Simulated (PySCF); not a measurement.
# BH₇N₂Si: core binding energies at several levels of theory, part 2 of 3

PySCF 2.14.0. Atoms count from 0. Earlier steps stand in the parts before.

### Step 5. Core holes by ΔSCF: PBE, X2C

What the job is given:

```
{"job": {"kind": "xps", "xc": "PBE"}, "charge": 0, "multiplicity": 1}
N      2.212477    -0.301442    -0.226243
B      0.950098     0.266698     0.023476
N     -0.276114    -0.427319    -0.211688
Si    -1.881289     0.218270    -0.000925
H      3.067227     0.202930    -0.043799
H      2.360082    -1.232582    -0.592071
H      0.905110     1.396364     0.461820
H     -0.211977    -1.369174    -0.588515
H     -2.542437     0.572801    -1.298370
H     -2.758449    -0.793510     0.668340
H     -1.790213     1.444326     0.840637
```

Method: delta-SCF UKS PBE, pcX-2 on the ionised atom, pcseg-1 elsewhere, spin-free X2C.

Output:

```text
ground state, core basis on atom 0 (N), 126 functions
  cycle   1  E = -428.33699223  |g| = 6.03e-01
  cycle   2  E = -428.14724590  |g| = 1.09e+00
  cycle   3  E = -428.41987761  |g| = 9.70e-02
  cycle   4  E = -428.42209342  |g| = 4.60e-02
  cycle   5  E = -428.42252239  |g| = 1.87e-02
  cycle   6  E = -428.42259903  |g| = 4.71e-03
  cycle   7  E = -428.42260453  |g| = 5.54e-04
  cycle   8  E = -428.42260416  |g| = 1.39e-04
  E(ground) = -428.42251848 Eh
hole in N 1s of atom 0
  cycle   1  E = -412.88641306  |g| = 1.88e+00
  cycle   2  E = -409.55656695  |g| = 2.80e+00
  cycle   3  E = -413.35255546  |g| = 5.68e-01
  cycle   4  E = -413.44046463  |g| = 5.18e-01
  cycle   5  E = -413.55155246  |g| = 2.25e-01
  cycle   6  E = -413.57470355  |g| = 2.70e-02
  cycle   7  E = -413.57510790  |g| = 9.39e-03
  cycle   8  E = -413.57515720  |g| = 2.26e-03
  cycle   9  E = -413.57515979  |g| = 7.10e-04
  cycle  10  E = -413.57516115  |g| = 1.37e-04
  E(ion) = -413.57498710 Eh   <S^2> = 0.7579   hole on atom = 1.000   binding energy = 404.022 eV
ground state, core basis on atom 1 (B), 126 functions
  cycle   1  E = -428.40784104  |g| = 5.68e-02
  cycle   2  E = -428.40778204  |g| = 2.12e-02
  cycle   3  E = -428.40767227  |g| = 3.06e-02
  cycle   4  E = -428.40788853  |g| = 5.37e-03
  cycle   5  E = -428.40789623  |g| = 7.53e-04
  cycle   6  E = -428.40789625  |g| = 2.96e-04
  E(ground) = -428.40785227 Eh
hole in B 1s of atom 1
  cycle   1  E = -420.83659279  |g| = 1.19e+00
  cycle   2  E = -418.92864999  |g| = 1.95e+00
  cycle   3  E = -421.10522683  |g| = 4.49e-01
  cycle   4  E = -421.16563513  |g| = 4.19e-01
  cycle   5  E = -421.23306956  |g| = 1.91e-01
  cycle   6  E = -421.24783814  |g| = 7.52e-02
  cycle   7  E = -421.25027284  |g| = 1.62e-02
  cycle   8  E = -421.25040300  |g| = 2.73e-03
  cycle   9  E = -421.25040815  |g| = 6.32e-04
  cycle  10  E = -421.25040850  |g| = 2.80e-04
  E(ion) = -421.25035911 Eh   <S^2> = 0.7682   hole on atom = 1.000   binding energy = 194.765 eV
ground state, core basis on atom 2 (N), 126 functions
  cycle   1  E = -428.42312326  |g| = 9.27e-02
  cycle   2  E = -428.42266506  |g| = 5.28e-02
  cycle   3  E = -428.42234471  |g| = 6.67e-02
  cycle   4  E = -428.42329879  |g| = 8.43e-03
  cycle   5  E = -428.42331875  |g| = 1.19e-03
  cycle   6  E = -428.42331868  |g| = 3.76e-04
  E(ground) = -428.42326902 Eh
hole in N 1s of atom 2
  cycle   1  E = -412.89298666  |g| = 1.89e+00
  cycle   2  E = -411.85884962  |g| = 2.34e+00
  cycle   3  E = -413.49238314  |g| = 5.01e-01
  cycle   4  E = -413.49356193  |g| = 4.67e-01
  cycle   5  E = -413.59613148  |g| = 7.56e-02
  cycle   6  E = -413.59866476  |g| = 9.48e-03
  cycle   7  E = -413.59870553  |g| = 2.83e-03
  cycle   8  E = -413.59870971  |g| = 5.20e-04
  cycle   9  E = -413.59871064  |g| = 1.63e-04
  E(ion) = -413.59870495 Eh   <S^2> = 0.7584   hole on atom = 1.000   binding energy = 403.397 eV
ground state, core basis on atom 3 (Si), 137 functions
  cycle   1  E = -428.48058511  |g| = 2.69e-01
  cycle   2  E = -428.48036911  |g| = 6.11e-02
  cycle   3  E = -428.47946514  |g| = 8.37e-02
  cycle   4  E = -428.48082096  |g| = 2.12e-02
  cycle   5  E = -428.48091330  |g| = 3.21e-03
  cycle   6  E = -428.48091723  |g| = 8.15e-04
  cycle   7  E = -428.48091590  |g| = 9.69e-05
  E(ground) = -428.48099110 Eh
hole in Si 1s of atom 3
  cycle   1  E = -359.65688538  |g| = 4.41e+00
  cycle   2  E = -357.82233592  |g| = 2.68e+00
  cycle   3  E = -349.85578091  |g| = 3.22e+00
  cycle   4  E = -360.56579428  |g| = 5.59e-01
  cycle   5  E = -360.66560333  |g| = 3.78e-01
  cycle   6  E = -360.72015230  |g| = 1.61e-01
  cycle   7  E = -360.73403812  |g| = 4.65e-02
  cycle   8  E = -360.73499952  |g| = 2.29e-02
  cycle   9  E = -360.73521919  |g| = 4.35e-03
  cycle  10  E = -360.73522972  |g| = 1.14e-03
  cycle  11  E = -360.73523045  |g| = 1.42e-04
  E(ion) = -360.73529021 Eh   <S^2> = 0.7514   hole on atom = 1.000   binding energy = 1843.454 eV
hole in Si 2p of atom 3
  cycle   1  E = -424.24428571  |g| = 1.23e+00
  cycle   2  E = -422.30904303  |g| = 1.73e+00
  cycle   3  E = -423.99697249  |g| = 1.04e+00
  cycle   4  E = -424.51324414  |g| = 2.73e-01
  cycle   5  E = -424.53939947  |g| = 2.49e-01
  cycle   6  E = -424.56608685  |g| = 5.30e-02
  cycle   7  E = -424.56740114  |g| = 1.40e-02
  cycle   8  E = -424.56751214  |g| = 2.55e-03
  cycle   9  E = -424.56751456  |g| = 1.01e-03
  cycle  10  E = -424.56751545  |g| = 2.13e-04
  E(ion) = -424.56759685 Eh   <S^2> = 0.7515   hole on atom = 1.002   binding energy = 106.489 eV
  2p3/2 = 106.263 eV   2p1/2 = 106.886 eV
```

Wall time 15 s (1 thread of Arm Neoverse V1, shared host); peak memory 0.5 GiB.

The holes in one table. −ε is the ground-state orbital energy:

| hole | stands for | environment | ΔSCF (eV; 2p as the shell's mean) | −ε (eV) | ⟨S²⟩ |
| --- | --- | --- | --- | --- | --- |
| N1s on N0 | N0 | nitrogen bonded to B, 2 H | 404.02 | 380.3 | 0.758 |
| B1s on B1 | B1 | boron bonded to 2 N, H | 194.77 | 176.6 | 0.768 |
| N1s on N2 | N2 | nitrogen bonded to B, Si, H | 403.40 | 380.2 | 0.758 |
| Si1s on Si3 | Si3 | silicon bonded to N, 3 H | 1843.45 | 1783.5 | 0.751 |
| Si2p on Si3 | Si3 | silicon bonded to N, 3 H | 106.47 | 94.0 | 0.751 |

With the spin-orbit splitting: Si3 2p3/2 106.26, 2p1/2 106.89 eV. The table gives each 2p level as the mean over the whole 2p shell (two parts 2p3/2, one part 2p1/2), which differs a little from the single hole in the log.

### Step 6. X-ray photoelectron lines: HF, X2C

The job, as its differences from that of step 5:

```diff
@@ -1,2 +1,2 @@
-{"job": {"kind": "xps", "xc": "PBE"}, "charge": 0, "multiplicity": 1}
+{"job": {"kind": "xps", "xc": "HF"}, "charge": 0, "multiplicity": 1}
 N      2.212477    -0.301442    -0.226243
```

Method: delta-SCF UKS HF, pcX-2 on the ionised atom, pcseg-1 elsewhere, spin-free X2C.

Output:

```text
ground state, core basis on atom 0 (N), 126 functions
  cycle   1  E = -427.23484670  |g| = 3.68e-01
  cycle   2  E = -427.28098404  |g| = 1.10e-01
  cycle   3  E = -427.28474050  |g| = 5.08e-02
  cycle   4  E = -427.28541660  |g| = 6.41e-03
  cycle   5  E = -427.28543317  |g| = 1.74e-03
  cycle   6  E = -427.28543438  |g| = 5.43e-04
  cycle   7  E = -427.28543450  |g| = 1.78e-04
  E(ground) = -427.28543450 Eh
hole in N 1s of atom 0
  cycle   1  E = -411.73710698  |g| = 1.84e+00
  cycle   2  E = -412.17731626  |g| = 9.63e-01
  cycle   3  E = -412.41589352  |g| = 1.01e-01
  cycle   4  E = -412.41949561  |g| = 2.46e-02
  cycle   5  E = -412.41993890  |g| = 1.47e-02
  cycle   6  E = -412.42020266  |g| = 5.76e-03
  cycle   7  E = -412.42025695  |g| = 1.67e-03
  cycle   8  E = -412.42026145  |g| = 4.16e-04
  E(ion) = -412.42026145 Eh   <S^2> = 0.7737   hole on atom = 1.000   binding energy = 404.502 eV
ground state, core basis on atom 1 (B), 126 functions
  cycle   1  E = -427.26971503  |g| = 2.61e-02
  cycle   2  E = -427.26981578  |g| = 5.87e-03
  cycle   3  E = -427.26982290  |g| = 2.78e-03
  cycle   4  E = -427.26982461  |g| = 3.73e-04
  E(ground) = -427.26982461 Eh
hole in B 1s of atom 1
  cycle   1  E = -419.67467371  |g| = 1.16e+00
  cycle   2  E = -419.96329964  |g| = 4.88e-01
  cycle   3  E = -420.05844585  |g| = 1.19e-01
  cycle   4  E = -420.06454542  |g| = 2.75e-02
  cycle   5  E = -420.06506982  |g| = 1.27e-02
  cycle   6  E = -420.06537691  |g| = 7.90e-03
  cycle   7  E = -420.06560030  |g| = 4.01e-03
  cycle   8  E = -420.06565245  |g| = 2.50e-03
  cycle   9  E = -420.06567684  |g| = 1.35e-03
  cycle  10  E = -420.06568528  |g| = 5.76e-04
  cycle  11  E = -420.06568678  |g| = 3.60e-04
  E(ion) = -420.06568678 Eh   <S^2> = 0.7892   hole on atom = 1.000   binding energy = 196.035 eV
ground state, core basis on atom 2 (N), 126 functions
  cycle   1  E = -427.28809419  |g| = 3.17e-02
  cycle   2  E = -427.28819661  |g| = 5.75e-03
  cycle   3  E = -427.28820258  |g| = 3.31e-03
  cycle   4  E = -427.28820478  |g| = 3.47e-04
  E(ground) = -427.28820478 Eh
hole in N 1s of atom 2
  cycle   1  E = -411.74912503  |g| = 1.85e+00
  cycle   2  E = -412.17086857  |g| = 1.02e+00
  cycle   3  E = -412.44489909  |g| = 1.08e-01
  cycle   4  E = -412.44894038  |g| = 2.37e-02
  cycle   5  E = -412.44937058  |g| = 1.40e-02
  cycle   6  E = -412.44961306  |g| = 5.73e-03
  cycle   7  E = -412.44966664  |g| = 1.58e-03
  cycle   8  E = -412.44967047  |g| = 4.82e-04
  E(ion) = -412.44967047 Eh   <S^2> = 0.7746   hole on atom = 1.000   binding energy = 403.777 eV
ground state, core basis on atom 3 (Si), 137 functions
  cycle   1  E = -427.34559114  |g| = 7.48e-02
  cycle   2  E = -427.34583530  |g| = 1.24e-02
  cycle   3  E = -427.34585811  |g| = 6.32e-03
  cycle   4  E = -427.34586675  |g| = 8.53e-04
  cycle   5  E = -427.34586709  |g| = 2.52e-04
  E(ground) = -427.34586709 Eh
hole in Si 1s of atom 3
  cycle   1  E = -358.40123882  |g| = 4.31e+00
  cycle   2  E = -359.34753413  |g| = 9.94e-01
  cycle   3  E = -359.43881219  |g| = 8.40e-02
  cycle   4  E = -359.44065075  |g| = 2.41e-02
  cycle   5  E = -359.44092008  |g| = 6.81e-03
  cycle   6  E = -359.44096047  |g| = 2.90e-03
  cycle   7  E = -359.44097482  |g| = 1.57e-03
  cycle   8  E = -359.44098114  |g| = 7.08e-04
  cycle   9  E = -359.44098227  |g| = 3.20e-04
  E(ion) = -359.44098227 Eh   <S^2> = 0.7545   hole on atom = 1.000   binding energy = 1847.786 eV
hole in Si 2p of atom 3
  cycle   1  E = -423.11552292  |g| = 1.20e+00
  cycle   2  E = -423.40041229  |g| = 3.85e-01
  cycle   3  E = -423.42573771  |g| = 3.24e-02
  cycle   4  E = -423.42625514  |g| = 1.45e-02
  cycle   5  E = -423.42640817  |g| = 6.46e-03
  cycle   6  E = -423.42647218  |g| = 3.44e-03
  cycle   7  E = -423.42650057  |g| = 1.43e-03
  cycle   8  E = -423.42650582  |g| = 5.36e-04
  cycle   9  E = -423.42650629  |g| = 2.11e-04
  E(ion) = -423.42650629 Eh   <S^2> = 0.7599   hole on atom = 1.002   binding energy = 106.651 eV
  2p3/2 = 106.461 eV   2p1/2 = 107.056 eV
```

Run time: 12 s. Hardware: 1 thread of Arm Neoverse V1, shared host; peak memory 0.48 GiB.

The holes in one table. −ε is the ground-state orbital energy:

| hole | stands for | environment | ΔSCF (eV; 2p as the shell's mean) | −ε (eV) | ⟨S²⟩ |
| --- | --- | --- | --- | --- | --- |
| N1s on N0 | N0 | nitrogen bonded to B, 2 H | 404.50 | 423.1 | 0.774 |
| B1s on B1 | B1 | boron bonded to 2 N, H | 196.03 | 206.7 | 0.789 |
| N1s on N2 | N2 | nitrogen bonded to B, Si, H | 403.78 | 422.8 | 0.775 |
| Si1s on Si3 | Si3 | silicon bonded to N, 3 H | 1847.79 | 1876.1 | 0.754 |
| Si2p on Si3 | Si3 | silicon bonded to N, 3 H | 106.66 | 115.1 | 0.760 |

With the spin-orbit splitting: Si3 2p3/2 106.46, 2p1/2 107.06 eV. The table gives each 2p level as the mean over the whole 2p shell (two parts 2p3/2, one part 2p1/2), which differs a little from the single hole in the log.

### Step 7. Core holes by ΔSCF: SCAN, X2C

The job, as its differences from that of step 6:

```diff
@@ -1,2 +1,2 @@
-{"job": {"kind": "xps", "xc": "HF"}, "charge": 0, "multiplicity": 1}
+{"job": {"kind": "xps", "basis": "pcX-1"}, "charge": 0, "multiplicity": 1}
 N      2.212477    -0.301442    -0.226243
```

Method: delta-SCF UKS SCAN, pcX-1 on the ionised atom, pcseg-1 elsewhere, spin-free X2C.

Output:

```text
ground state, core basis on atom 0 (N), 105 functions
  cycle   1  E = -428.58071605  |g| = 5.77e-01
  cycle   2  E = -428.47834985  |g| = 8.78e-01
  cycle   3  E = -428.65426821  |g| = 7.90e-02
  cycle   4  E = -428.65570982  |g| = 3.71e-02
  cycle   5  E = -428.65598591  |g| = 1.30e-02
  cycle   6  E = -428.65602205  |g| = 4.13e-03
  cycle   7  E = -428.65602581  |g| = 8.70e-04
  cycle   8  E = -428.65602597  |g| = 1.40e-04
  E(ground) = -428.69326917 Eh
hole in N 1s of atom 0
  cycle   1  E = -413.09185427  |g| = 1.85e+00
  cycle   2  E = -412.63166230  |g| = 1.92e+00
  cycle   3  E = -413.71187820  |g| = 4.11e-01
  cycle   4  E = -413.72224082  |g| = 3.31e-01
  cycle   5  E = -413.77582598  |g| = 3.52e-02
  cycle   6  E = -413.77645889  |g| = 6.07e-03
  cycle   7  E = -413.77647485  |g| = 2.32e-03
  cycle   8  E = -413.77647984  |g| = 8.91e-04
  cycle   9  E = -413.77648043  |g| = 3.03e-04
  E(ion) = -413.81319938 Eh   <S^2> = 0.7633   hole on atom = 1.000   binding energy = 404.907 eV
ground state, core basis on atom 1 (B), 105 functions
  cycle   1  E = -428.65549338  |g| = 3.56e-02
  cycle   2  E = -428.65514733  |g| = 4.88e-02
  cycle   3  E = -428.65568430  |g| = 8.54e-03
  cycle   4  E = -428.65569808  |g| = 3.77e-03
  cycle   5  E = -428.65570254  |g| = 6.12e-04
  cycle   6  E = -428.65570237  |g| = 1.99e-04
  E(ground) = -428.69625122 Eh
hole in B 1s of atom 1
  cycle   1  E = -421.06472359  |g| = 1.17e+00
  cycle   2  E = -419.60305782  |g| = 1.74e+00
  cycle   3  E = -421.34653920  |g| = 4.01e-01
  cycle   4  E = -421.40728829  |g| = 3.33e-01
  cycle   5  E = -421.45380263  |g| = 1.37e-01
  cycle   6  E = -421.46255210  |g| = 3.94e-02
  cycle   7  E = -421.46324953  |g| = 1.44e-02
  cycle   8  E = -421.46341519  |g| = 6.16e-03
  cycle   9  E = -421.46347575  |g| = 3.08e-03
  cycle  10  E = -421.46349769  |g| = 9.89e-04
  cycle  11  E = -421.46349824  |g| = 3.76e-04
  E(ion) = -421.50469301 Eh   <S^2> = 0.7948   hole on atom = 1.000   binding energy = 195.692 eV
ground state, core basis on atom 2 (N), 105 functions
  cycle   1  E = -428.65628119  |g| = 3.60e-02
  cycle   2  E = -428.65579628  |g| = 5.73e-02
  cycle   3  E = -428.65648000  |g| = 6.11e-03
  cycle   4  E = -428.65648926  |g| = 3.61e-03
  cycle   5  E = -428.65649003  |g| = 5.35e-04
  cycle   6  E = -428.65648974  |g| = 8.53e-05
  E(ground) = -428.69364591 Eh
hole in N 1s of atom 2
  cycle   1  E = -413.09536124  |g| = 1.86e+00
  cycle   2  E = -412.44634610  |g| = 2.05e+00
  cycle   3  E = -413.72302044  |g| = 4.42e-01
  cycle   4  E = -413.75436830  |g| = 3.00e-01
  cycle   5  E = -413.79782513  |g| = 5.02e-02
  cycle   6  E = -413.79899641  |g| = 7.16e-03
  cycle   7  E = -413.79902129  |g| = 2.11e-03
  cycle   8  E = -413.79902457  |g| = 9.29e-04
  cycle   9  E = -413.79902566  |g| = 2.89e-04
  E(ion) = -413.83529897 Eh   <S^2> = 0.7644   hole on atom = 1.000   binding energy = 404.316 eV
ground state, core basis on atom 3 (Si), 117 functions
  cycle   1  E = -428.75388331  |g| = 1.85e-01
  cycle   2  E = -428.75329479  |g| = 7.04e-02
  cycle   3  E = -428.75260940  |g| = 8.51e-02
  cycle   4  E = -428.75428675  |g| = 8.94e-03
  cycle   5  E = -428.75429491  |g| = 3.26e-03
  cycle   6  E = -428.75429875  |g| = 1.88e-04
  E(ground) = -428.75173466 Eh
hole in Si 1s of atom 3
  cycle   1  E = -359.82436199  |g| = 4.35e+00
  cycle   2  E = -358.43238712  |g| = 2.38e+00
  cycle   3  E = -355.49764039  |g| = 2.50e+00
  cycle   4  E = -360.76457258  |g| = 4.42e-01
  cycle   5  E = -360.81558541  |g| = 3.39e-01
  cycle   6  E = -360.86613508  |g| = 9.28e-02
  cycle   7  E = -360.87179905  |g| = 3.19e-02
  cycle   8  E = -360.87232682  |g| = 1.11e-02
  cycle   9  E = -360.87238442  |g| = 2.57e-03
  cycle  10  E = -360.87238608  |g| = 1.12e-03
  cycle  11  E = -360.87238653  |g| = 1.71e-04
  E(ion) = -360.87868865 Eh   <S^2> = 0.7522   hole on atom = 1.000   binding energy = 1846.920 eV
hole in Si 2p of atom 3
  cycle   1  E = -424.48169258  |g| = 1.23e+00
  cycle   2  E = -423.76439422  |g| = 1.35e+00
  cycle   3  E = -424.56440467  |g| = 6.62e-01
  cycle   4  E = -424.78652837  |g| = 1.16e-01
  cycle   5  E = -424.79011849  |g| = 1.08e-01
  cycle   6  E = -424.79536485  |g| = 3.43e-02
  cycle   7  E = -424.79593138  |g| = 6.98e-03
  cycle   8  E = -424.79595800  |g| = 3.38e-03
  cycle   9  E = -424.79596740  |g| = 1.29e-03
  cycle  10  E = -424.79596963  |g| = 5.13e-04
  cycle  11  E = -424.79596928  |g| = 1.51e-04
  E(ion) = -424.80489429 Eh   <S^2> = 0.7514   hole on atom = 1.003   binding energy = 107.399 eV
  2p3/2 = 107.170 eV   2p1/2 = 107.791 eV
```

It took 18 s on 1 thread of Arm Neoverse V1, shared host; peak memory 0.42 GiB.

The holes in one table. −ε is the ground-state orbital energy:

| hole | stands for | environment | ΔSCF (eV; 2p as the shell's mean) | −ε (eV) | ⟨S²⟩ |
| --- | --- | --- | --- | --- | --- |
| N1s on N0 | N0 | nitrogen bonded to B, 2 H | 404.91 | 385.4 | 0.763 |
| B1s on B1 | B1 | boron bonded to 2 N, H | 195.69 | 179.6 | 0.795 |
| N1s on N2 | N2 | nitrogen bonded to B, Si, H | 404.32 | 385.3 | 0.764 |
| Si1s on Si3 | Si3 | silicon bonded to N, 3 H | 1846.92 | 1793.5 | 0.752 |
| Si2p on Si3 | Si3 | silicon bonded to N, 3 H | 107.38 | 96.3 | 0.751 |

With the spin-orbit splitting: Si3 2p3/2 107.17, 2p1/2 107.79 eV. The table gives each 2p level as the mean over the whole 2p shell (two parts 2p3/2, one part 2p1/2), which differs a little from the single hole in the log.

### Step 8. Core holes by ΔSCF: SCAN, X2C

The job, as its differences from that of step 7:

```diff
@@ -1,2 +1,2 @@
-{"job": {"kind": "xps", "basis": "pcX-1"}, "charge": 0, "multiplicity": 1}
+{"job": {"kind": "xps", "basis": "def2-TZVP"}, "charge": 0, "multiplicity": 1}
 N      2.212477    -0.301442    -0.226243
```

Method: delta-SCF UKS SCAN, def2-TZVP on the ionised atom, pcseg-1 elsewhere, spin-free X2C.

Output:

```text
ground state, core basis on atom 0 (N), 112 functions
  cycle   1  E = -428.60580843  |g| = 5.92e-01
  cycle   2  E = -428.49083115  |g| = 9.16e-01
  cycle   3  E = -428.68401322  |g| = 7.29e-02
  cycle   4  E = -428.68530999  |g| = 3.34e-02
  cycle   5  E = -428.68554177  |g| = 1.23e-02
  cycle   6  E = -428.68557480  |g| = 3.82e-03
  cycle   7  E = -428.68557745  |g| = 8.30e-04
  cycle   8  E = -428.68557775  |g| = 1.61e-04
  E(ground) = -428.72331674 Eh
hole in N 1s of atom 0
  cycle   1  E = -413.11798699  |g| = 1.80e+00
  cycle   2  E = -412.68196506  |g| = 1.76e+00
  cycle   3  E = -413.70474153  |g| = 4.55e-01
  cycle   4  E = -413.73500764  |g| = 3.31e-01
  cycle   5  E = -413.78839103  |g| = 3.27e-02
  cycle   6  E = -413.78893950  |g| = 5.79e-03
  cycle   7  E = -413.78895508  |g| = 2.42e-03
  cycle   8  E = -413.78896106  |g| = 8.68e-04
  cycle   9  E = -413.78896026  |g| = 3.09e-04
  E(ion) = -413.82564244 Eh   <S^2> = 0.7627   hole on atom = 1.000   binding energy = 405.386 eV
ground state, core basis on atom 1 (B), 112 functions
  cycle   1  E = -428.67077732  |g| = 2.85e-02
  cycle   2  E = -428.67075103  |g| = 2.47e-02
  cycle   3  E = -428.67090283  |g| = 5.23e-03
  cycle   4  E = -428.67090916  |g| = 2.17e-03
  cycle   5  E = -428.67091235  |g| = 3.42e-04
  E(ground) = -428.71147144 Eh
hole in B 1s of atom 1
  cycle   1  E = -421.07702739  |g| = 1.15e+00
  cycle   2  E = -419.65450396  |g| = 1.63e+00
  cycle   3  E = -421.32888689  |g| = 4.34e-01
  cycle   4  E = -421.42541933  |g| = 2.84e-01
  cycle   5  E = -421.45389883  |g| = 1.54e-01
  cycle   6  E = -421.46532110  |g| = 3.83e-02
  cycle   7  E = -421.46600082  |g| = 1.36e-02
  cycle   8  E = -421.46615236  |g| = 5.72e-03
  cycle   9  E = -421.46622614  |g| = 3.32e-03
  cycle  10  E = -421.46625748  |g| = 1.36e-03
  cycle  11  E = -421.46625979  |g| = 3.93e-04
  E(ion) = -421.50816250 Eh   <S^2> = 0.7896   hole on atom = 1.000   binding energy = 196.012 eV
ground state, core basis on atom 2 (N), 112 functions
  cycle   1  E = -428.68690961  |g| = 1.22e-02
  cycle   2  E = -428.68692570  |g| = 6.43e-03
  cycle   3  E = -428.68693603  |g| = 2.03e-03
  cycle   4  E = -428.68693661  |g| = 1.26e-03
  cycle   5  E = -428.68693485  |g| = 1.69e-04
  E(ground) = -428.72463886 Eh
hole in N 1s of atom 2
  cycle   1  E = -413.12283847  |g| = 1.81e+00
  cycle   2  E = -412.50430417  |g| = 1.88e+00
  cycle   3  E = -413.70825769  |g| = 4.97e-01
  cycle   4  E = -413.76696778  |g| = 2.98e-01
  cycle   5  E = -413.80955229  |g| = 5.31e-02
  cycle   6  E = -413.81086652  |g| = 5.97e-03
  cycle   7  E = -413.81088551  |g| = 2.39e-03
  cycle   8  E = -413.81089021  |g| = 8.25e-04
  cycle   9  E = -413.81089077  |g| = 3.37e-04
  E(ion) = -413.84748328 Eh   <S^2> = 0.7637   hole on atom = 1.000   binding energy = 404.828 eV
ground state, core basis on atom 3 (Si), 114 functions
  cycle   1  E = -428.70290889  |g| = 4.49e-02
  cycle   2  E = -428.70295700  |g| = 3.09e-02
  cycle   3  E = -428.70306803  |g| = 6.32e-03
  cycle   4  E = -428.70307508  |g| = 1.98e-03
  cycle   5  E = -428.70307696  |g| = 6.08e-04
  cycle   6  E = -428.70307658  |g| = 2.59e-04
  E(ground) = -428.70137941 Eh
hole in Si 1s of atom 3
  cycle   1  E = -359.75515384  |g| = 2.95e+00
  cycle   2  E = -358.20845889  |g| = 2.06e+00
  cycle   3  E = -358.90542474  |g| = 1.75e+00
  cycle   4  E = -360.55052814  |g| = 4.52e-01
  cycle   5  E = -360.62235081  |g| = 3.56e-01
  cycle   6  E = -360.68126686  |g| = 6.68e-02
  cycle   7  E = -360.68338873  |g| = 3.00e-02
  cycle   8  E = -360.68387062  |g| = 9.67e-03
  cycle   9  E = -360.68391452  |g| = 2.33e-03
  cycle  10  E = -360.68391709  |g| = 4.68e-04
  E(ion) = -360.69075032 Eh   <S^2> = 0.7520   hole on atom = 1.000   binding energy = 1850.663 eV
hole in Si 2p of atom 3
  cycle   1  E = -424.43126943  |g| = 1.18e+00
  cycle   2  E = -422.88356396  |g| = 1.54e+00
  cycle   3  E = -424.32621229  |g| = 8.81e-01
  cycle   4  E = -424.71195610  |g| = 1.93e-01
  cycle   5  E = -424.72856260  |g| = 1.68e-01
  cycle   6  E = -424.74118965  |g| = 4.32e-02
  cycle   7  E = -424.74208609  |g| = 7.81e-03
  cycle   8  E = -424.74211857  |g| = 1.88e-03
  cycle   9  E = -424.74211965  |g| = 8.79e-04
  cycle  10  E = -424.74212077  |g| = 2.50e-04
  E(ion) = -424.75287361 Eh   <S^2> = 0.7514   hole on atom = 1.003   binding energy = 107.444 eV
  2p3/2 = 107.223 eV   2p1/2 = 107.834 eV
```

Run time: 20 s. Hardware: 1 thread of Arm Neoverse V1, shared host; peak memory 0.42 GiB.

Binding energies by hole, beside the orbital energy of the ground state; the difference holds orbital relaxation and, for a density functional, its self-interaction error:

| hole | stands for | environment | ΔSCF (eV; 2p as the shell's mean) | −ε (eV) | ⟨S²⟩ |
| --- | --- | --- | --- | --- | --- |
| N1s on N0 | N0 | nitrogen bonded to B, 2 H | 405.39 | 385.4 | 0.763 |
| B1s on B1 | B1 | boron bonded to 2 N, H | 196.01 | 179.7 | 0.790 |
| N1s on N2 | N2 | nitrogen bonded to B, Si, H | 404.83 | 385.3 | 0.764 |
| Si1s on Si3 | Si3 | silicon bonded to N, 3 H | 1850.66 | 1794.4 | 0.752 |
| Si2p on Si3 | Si3 | silicon bonded to N, 3 H | 107.43 | 96.3 | 0.751 |

With the spin-orbit splitting: Si3 2p3/2 107.22, 2p1/2 107.83 eV. The table gives each 2p level as the mean over the whole 2p shell (two parts 2p3/2, one part 2p1/2), which differs a little from the single hole in the log.

(Continued in part 3 of 3.)
